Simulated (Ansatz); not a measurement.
Runs of Ansatz 0.2.0 on Cd2S. It takes space group P3m1 (No. 156, trigonal). The conventional cell has a = 3.963 Å, b = 3.963 Å, c = 5.809 Å, α = 90.00°, β = 90.00°, γ = 120.00°. Cd (site symmetry 3m) is surrounded by 1 S at 2.52 Å. Cd (site symmetry 3m) is surrounded by 3 S at 2.60 Å. Around S (site symmetry 3m) lie 4 Cd at 2.52 to 2.60 Å. The cell comes from a database or a generator and needn't be the stable form of this composition.

```csv
share of exact exchange,gap on the mesh (eV),pressure (GPa),largest force (eV/Å)
0.1,1.00,-0.8,0.13
0.05,(b),(a),0.09
0.2,1.08,-1.2,0.21
0.15,1.04,-1.0,0.17
```

Alike in all rows: task single point; level HSE06 form with a typed share of exact exchange; potentials or basis Ansatz PAW; no spin polarisation; cell as given; k mesh 4 × 4 × 3; cutoff (eV) 420; smearing fermi-dirac 0.05 eV; the mesh is coarse, so values aren't converged.

Estimate the missing entries.

(a) -0.6; (b) 0.96.

Caveats: all runs use coarse meshes; odd divisions of the mesh miss points on the zone boundary, where band edges often lie, so the gap on the mesh can be too wide; the PAW data sets come from PBE, with cores solved anew for the run's functional, which leaves a small shift of forces and pressure; the thresholds are loose for stress.

A k mesh can miss the band edges, and the runs leave out spin-orbit coupling on Cd.
